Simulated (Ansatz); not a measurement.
# Gallium, omega (AlB2-type) under LDA: from relaxation to bulk modulus

What does LDA give for gallium in the omega (AlB2-type) structure? We relax it, solve it on a dense k-mesh, then scale the cell to 7 volumes from 88 to 112 % of the relaxed one and try a fit of the equation of state. Spin polarisation is left out. The k-meshes are 8×8×11 for the relaxation; 11×11×14 for the dense run; 9×9×12 for the volumes.

Method: DFT LDA (PW92), plane waves (420 eV) with PAW, scalar-relativistic; the PAW data stem from PBE, with regenerated cores, in Ansatz 0.2.0.

## Step 1: Starting point

Symmetry: P6/mmm, No. 191, hexagonal system. Conventional cell: a = 4.802 Å, b = 4.802 Å, c = 2.944 Å, α = 90.00°, β = 90.00°, γ = 120.00°. Ga (site symmetry 6/mmm) is surrounded by 14 Ga at 2.94 to 3.14 Å. Ga (site symmetry -6m2) is surrounded by 11 Ga at 2.77 to 3.14 Å.

Coordinates:

```
Ga
1.0
     4.80203    0.00000    0.00000
    -2.40102    4.15868    0.00000
     0.00000    0.00000    2.94364
Ga
3
Direct
  0.00000 0.00000 0.00000
  0.33333 0.66667 0.50000
  0.66667 0.33333 0.50000
```

## Step 2: Relaxation of the cell

input.yaml reads:

```yaml
crystal:
  lattice:
    - [4.8020307411, 0.0, 0.0]
    - [-2.4010153706, 4.1586806116, 0.0]
    - [0.0, 0.0, 2.9436448443]
  atoms:
    - { symbol: Ga, position: [0.0, 0.0, 0.0] }
    - { symbol: Ga, position: [0.3333333333, 0.6666666667, 0.5] }
    - { symbol: Ga, position: [0.6666666667, 0.3333333333, 0.5] }
hamiltonian:
  xc: lda
  pseudopotentials:
    kind: paw
    azcp:
      Ga: "pseudopotentials/Ga.paw.azcp"
basis:
  ecutwfc: 420
  fft_grid_basis: typed
kpoints:
  mp_grid: { grid: [8, 8, 11], shift: [0, 0, 0] }
magnetization:
  spin_polarized: false
scf:
  occupations: { method: fermi_dirac, width: 0.1 }
relax:
  max_steps: 60
  f_tol: 0.01
  cell: {}
output:
  write_density: true
  write_potential: true
  elf: true
  volumetric_format: npy
```

The runs that follow: The energy on a finer k-mesh; The cell scaled to 88 % of its volume; The cell scaled to 92 % of its volume; The cell scaled to 96 % of its volume; The cell scaled to 100 % of its volume; The cell scaled to 104 % of its volume; The cell scaled to 108 % of its volume; The cell scaled to 112 % of its volume.

What does the calculation give? Wanted: space group; conventional cell; volume; shortest distance; gap on the mesh; relative to alpha-Ga; highest ELF outside the cores; V₀, B₀, B₀′.

As calculated:

```
                      quantity                                   value
space group (spins left aside)                        P6/mmm (No. 191)
             conventional cell  a = 4.552 Å, c = 2.918 Å (c/a = 0.641)
                        volume                          17.454 Å³/atom
             shortest distance                                 2.628 Å
               gap on the mesh            none (levels filled in part)
   relative to alpha-Ga (Cmce)                            +76 meV/atom
 highest ELF outside the cores      0.46, 1.32 Å from the nearest atom
                   V₀, B₀, B₀′             17.463 Å³/atom, 62 GPa, 5.0
```

In words: From the guessed start the volume shrank by 10.9 % in 8 steps. Against the reference form of gallium (alpha-Ga (Cmce), computed apart with the same settings) it stands 76 meV/atom higher. Levels at the Fermi energy are filled in part, as in a metal. The fitted modulus is 62 GPa; letting shape and positions relax at each volume could only lower it. Relaxation kept the symmetry; phonons were not checked.
